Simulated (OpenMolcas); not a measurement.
# Eu³⁺ among point charges: CASSCF levels and susceptibility

How does a field of 6 point charges split the states of Eu³⁺, and what χT follows?

Program: OpenMolcas 26.06. Level of theory: state-averaged CASSCF, spin-orbit coupling by RASSI with atomic mean-field integrals. These are calculated values, not measurements, unless marked.

## Step 1: The atom as given

- Species: Eu³⁺ (europium, Z = 63, 60 electrons)
- Basis: ANO-RCC-VDZP [7s6p4d2f1g], 68 functions
- Scalar Hamiltonian: DKH2, point nucleus
- Inactive shells: 1s 2s 2p 3s 3p 3d 4s 4p 4d 5s 5p
- Active space: 6 electrons in 7 orbitals (4f)
- Some configurations of this space: 4f6
- Orbitals: optimised for the highest spin of each parity, averaged over all roots

The outer shells:

4f6
```
4f [↑ ][↑ ][↑ ][↑ ][↑ ][↑ ][  ]
```

The ion sits among 6 point charges of -1 e arranged as an octahedron (Oh), 2.49 Å from the ion.

Each step is its own input file, run in one work folder so that later steps find the files of earlier ones. Labels, J, g values, rates, χT and fits are worked out afterwards by a script from the matrices that RASSI stores. The input lists half of the charges; inversion (Group=XYZ) makes the rest.

## Step 2: One- and two-electron integrals

a.inp

```
&GATEWAY
Coord
1

Eu 0.0 0.0 0.0
Basis=ANO-RCC-VDZP
Group=XYZ
NoMove
AngMom=0.0 0.0 0.0
AMFI
XField
3 Angstrom 0
2.490000 0.000000 0.000000 -1.000000
0.000000 2.490000 0.000000 -1.000000
0.000000 0.000000 2.490000 -1.000000
&SEWARD
```

Run with:

```bash
$ OMP_NUM_THREADS=1 MOLCAS_MEM=2252 MOLCAS_PROJECT=a pymolcas a.inp > a.log
```

## Step 3: Reference wave functions, septets of even parity, 7 roots

a.inp

```
&RASSCF
FileOrb=start.orb
Symmetry=1
Spin=7
nActEl=6 0 0
Inactive=15 12
Ras2=0 7
CIRoot=7 7 1
SDav=7
CIMx=300
Iter=120 100
PrWF=0.3
OrbListing=Nothing
MaxOrb=0
>>> COPY $Project.JobIph JOB001
```

start.orb holds the contracted functions of the basis, ordered by shell, or the orbitals of the step before.

## Step 4: CASSCF: quintets of even parity, 140 roots

a.inp

```
&RASSCF
FileOrb=start.orb
Symmetry=1
Spin=5
nActEl=6 0 0
Inactive=15 12
Ras2=0 7
CIRoot=140 140 1
SDav=140
CIMx=300
Iter=120 100
PrWF=0.3
OrbListing=Nothing
MaxOrb=0
CIOnly
>>> COPY $Project.JobIph JOB002
```

## Step 5: CASSCF: triplets of even parity, 162 roots

a.inp

```
&RASSCF
FileOrb=start.orb
Symmetry=1
Spin=3
nActEl=6 0 0
Inactive=15 12
Ras2=0 7
CIRoot=162 162 1
SDav=588
CIMx=300
Iter=120 100
PrWF=0.3
OrbListing=Nothing
MaxOrb=0
CIOnly
>>> COPY $Project.JobIph JOB003
```

## Step 6: State interaction with spin-orbit coupling

a.inp

```
&RASSI
NrOfJobIphs=3 7 77 3
1 2 3 4 5 6 7
1 2 3 4 5 6 7 8 9 10 11 12 13 14 15 16 17 18 19 20 21 22 23 24 25 26 27
28 29 30 31 32 33 34 35 36 37 38 39 40 41 42 43 44 45 46 47 48 49 50 51
52 53 54 55 56 57 58 59 60 61 62 63 64 65 66 67 68 69 70 71 72 73 74 75
76 77
1 2 3
IphNames
JOB001
JOB002
JOB003
EJob
SpinOrbit
DIPRint=1.0
SOCoupling=1000.0
Subsets=2
Property=9
'ANGMOM' 1 'ANGMOM' 2 'ANGMOM' 3 'MLTPL  1' 1 'MLTPL  1' 2 'MLTPL  1' 3
'AMFI' 1 'AMFI' 2 'AMFI' 3
SOProperty=3
'ANGMOM' 1 'ANGMOM' 2 'ANGMOM' 3
```

Q: Predict the outcome of this session. Wanted: spin-free ground state; first state of the same spin within the active space; lowest level; next level.

**Answer**, as computed:

```
                                            quantity                            value
                                              method                           CASSCF
                              spin-free ground state  7T1, 3-fold in its orbital part
first state of the same spin within the active space                  7T2 at 153 cm⁻¹
                                        lowest level                        1-fold A1
                                          next level                       371.0 cm⁻¹
                                         χT at 300 K                   1.30 cm³ K/mol
                           effective moment at 300 K                          3.23 μB
```

The spin-free ground state (7T1) comes to 100 % from free-ion F terms and keeps the highest spin of the shell. The quintets, triplets rest on orbitals optimised for another spin in at least one step, which raises them against the optimised states. Not all states of the active space went into the spin-orbit step. High states of lower spin are left out of the spin-orbit mixing, and CASSCF puts spin-flip levels too high. This is an electrostatic model: the charges have no orbitals.
